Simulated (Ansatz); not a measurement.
# TaBi (zincblende): other levels of theory at one geometry

An exercise on one series of results from a longer session: the logs are not shown, and one member is left open.

Method: DFT at several levels, plane waves, PAW, in Ansatz 0.2.0.

1 further run of the same task is left out (it didn't finish). Runs told in other sessions of the task aren't counted.

### The system as given

The structure is cubic, space group F-43m (No. 216). Conventional cell: a = 6.461 Å, b = 6.461 Å, c = 6.461 Å, α = 90.00°, β = 90.00°, γ = 90.00°. Around Ta (site symmetry -43m) lie 4 Bi at 2.80 Å. Bi (site symmetry -43m) is surrounded by 4 Ta at 2.80 Å.

As a file:

```
Ta Bi
1.0
     0.00000    3.23048    3.23048
     3.23048    0.00000    3.23048
     3.23048    3.23048    0.00000
Ta Bi
1 1
Cartesian
  0.0000 0.0000 0.0000
  1.6152 1.6152 1.6152
```

An earlier run at PBE left this cell at 33.713 Å³/atom and -0.02 GPa (10×10×10 mesh), metallic.

Levels to run: PBE+SOC; r²SCAN; PBEsol; LDA. Hardware: 2 threads of Arm Neoverse V2, shared host.

The first run:

File input.yaml:

```yaml
crystal:
  lattice:
    - [0.0, 3.2304824722, 3.2304824722]
    - [3.2304824722, 0.0, 3.2304824722]
    - [3.2304824722, 3.2304824722, 0.0]
  atoms:
    - { symbol: Ta, position: [0.0, 0.0, 0.0] }
    - { symbol: Bi, position: [0.25, 0.25, 0.25] }
basis:
  ecutwfc: 420
  ecutrho_ratio: 4
kpoints:
  mp_grid: { grid: [10, 10, 10] }
hamiltonian:
  xc: pbe
scf:
  occupations: { method: gaussian, width: 0.05 }
output:
  forces: true
  stress: true
  eigenvalues: true
  populations: true
  dos: { projected: true, de: 0.02 }
  write_density: true
  write_potential: true
  elf: true
  volumetric_format: npy
magnetization:
  noncollinear: true
  spin_orbit: true
```

On the command line:

```bash
> ansatz run input.yaml --threads 2 --pin off --max-ram 2662MiB --backend cpu --events-out ev --progress --plain --runs-dir out
```

Among the steps run: PBE+SOC; r²SCAN; PBEsol; LDA.

One of the session's tables, all rows but one given; the rest of the session is left out.

```
  level  pressure (GPa)
    PBE             0.0
    LDA               ?
 PBEsol            -2.7
PBE+SOC             0.2
 r²SCAN            -1.5
```

Estimate the missing values for LDA.

**Answer.** pressure (GPa): -4.3. In the column «pressure (GPa)» it is the lowest.

The pressure runs from -4.3 GPa (LDA) to 0.2 GPa (PBE+SOC); a negative pressure means that level wants a smaller cell, a positive one a larger cell. Total energies of different levels have different zeros and can't be compared.
